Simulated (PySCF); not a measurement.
# C2H5GeNO2: the cost of one run

Computed with PySCF 2.14.0, with density-fitted response routines of our own, on a single molecule in the gas phase. Atoms are numbered from 0 throughout.

## (1) The starting structure

11 atoms, charge 0, multiplicity 1; geometry from: GFN2-xTB. The atoms were then displaced at random by about 0.01 Å, so the start is not that level's minimum.

Bonds of the start (Å): O0–C1 1.20, C1–C2 1.53, C2–O3 1.20, C2–N4 1.33, N4–Ge5 1.85, C1–H6 1.11, N4–H7 1.02, Ge5–H8 1.50, Ge5–H9 1.50, Ge5–H10 1.49.

## (2) Optimising the geometry at PBE0-D3(BJ)/def2-SVP

The job: settings as JSON, then the geometry in Å.

```
{"job": {"xc": "PBE0", "basis": "def2-SVP", "d3": "d3bj", "grid": 1, "shake": 0.01, "kind": "geom"}, "charge": 0, "multiplicity": 1}
O      2.661590     0.458100    -0.661360
C      2.177150     0.047180     0.353680
C      0.676090    -0.129980     0.578030
O      0.275290    -0.566750     1.626740
N     -0.118250     0.215020    -0.425530
Ge    -1.896450    -0.055200     0.026600
H      2.814710    -0.253750     1.215070
H      0.320820     0.587380    -1.264680
H     -2.195750     0.804780     1.223530
H     -2.059310    -1.517800     0.295000
H     -2.617770     0.385200    -1.197820
```

Started as:

```console
> OMP_NUM_THREADS=1 python probes_run.py task.json out
```

One launch serves the whole session: the jobs run in the order shown.

Q: Estimate the wall time and peak memory of this first job on 1 thread of Arm Neoverse V1, shared host.

About 94 s, with a peak of 0.53 GiB.
